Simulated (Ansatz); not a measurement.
# ZnCd2Te2: the cost of one run

Computed with Ansatz 0.2.0 (DFT PBE, scalar-relativistic, plane waves, PAW, unless a step's input says otherwise).

The COD entry's cell or inner coordinates are ideal or old and differ from later refinements, so a difference from it is no clean test against experiment.

10 further runs of the same task are left out: 1 that didn't finish, 9 set aside as unsound or not needed. Runs told in other sessions of the task aren't counted.

## 1. The system as given

It takes space group F-43m (No. 216, cubic). Conventional cell: a = 6.618 Å, b = 6.618 Å, c = 6.618 Å, α = 90.00°, β = 90.00°, γ = 90.00°. Cd (site symmetry -43m) has 4 Te at 2.87 Å in its first shell of neighbours. Around Te (site symmetry -43m) lie 4 Cd at 2.87 Å.

As a file:

```cif
data_structure
_symmetry_space_group_name_H-M 'P 1'
_symmetry_Int_Tables_number 1
_cell_length_a 4.6795
_cell_length_b 4.6795
_cell_length_c 4.6795
_cell_angle_alpha 60.000
_cell_angle_beta 60.000
_cell_angle_gamma 60.000
_cell_volume 72.46
loop_
_atom_site_label
_atom_site_type_symbol
_atom_site_fract_x
_atom_site_fract_y
_atom_site_fract_z
_atom_site_occupancy
Cd1 Cd 0.00000 0.00000 0.00000 1
Te1 Te 0.75000 0.75000 0.75000 1
```

It is the result of an earlier relaxation at this level (volume 36.23 Å³/atom; gap on the mesh: 0.58 eV).

## 3. Plan of the scan

Atoms count from 1 in the order of the input.

Zn is moved over the surface cell; relaxed at each place: the height of the adsorbate's atoms; substrate rigid; the origin of the map has the adsorbate above Cd4.

- position of Zn5 along the first surface vector, from above Cd4: 9 values from 0.000 to 0.889, periodic
- position of Zn5 along the second surface vector, from above Cd4: 9 values from 0.000 to 0.889, periodic

Relaxed at each point: the height of the adsorbate's atoms; substrate rigid. Points are written as (first, second).

The two vectors of the plane (Å): (4.679, 0.000, 0.000); (-2.340, 4.053, 0.000).

(The set-up runs are not shown.)

## 4. The run at (0/9, 0/9) of the map's two axes

input.yaml

```yaml
crystal:
  lattice:
    - [4.6794578624, 0.0, 0.0]
    - [-2.3397289312, 4.0525293848, 0.0]
    - [0.0, 0.0, 20.0807281007]
  atoms:
    - { symbol: Te, position: [0.0, 0.0, 0.1991959644] }
    - { symbol: Cd, position: [0.3333333333, 0.6666666667, 0.2467634795] }
    - { symbol: Te, position: [0.3333333333, 0.6666666667, 0.4037116092] }
    - { symbol: Cd, position: [0.6666666667, 0.3333333333, 0.4273116023] }
    - { symbol: Zn, position: [0.6666666667, 0.3333333333, 0.5597769187] }
basis:
  ecutwfc: 420
kpoints:
  mp_grid: { grid: [6, 6, 1] }
hamiltonian:
  xc: pbe
  pseudopotentials: { kind: paw, azcp: { folder: soft_1 } }
scf:
  occupations: { method: gaussian, width: 0.05 }
output:
  forces: true
  eigenvalues: true
relax:
  adjacent_minimum: "off"
  f_tol: 0.025
  max_steps: 16
  constraints: [{ sites: [0, 1, 2, 3] }, { sites: [4], fix: xy }]
efield:
  axis: 3
  dipole_correction: true
  ramp_width: 0.04
```

Launch:

```bash
$ ansatz run input.yaml --threads 1 --pin off --max-ram 3072MiB --backend cpu --events-out ev --progress --plain --runs-dir out
```

What time and memory should one allow on 1 thread of Arm Neoverse V2, shared host?

About 50 s, with a peak of 0.55 GiB.
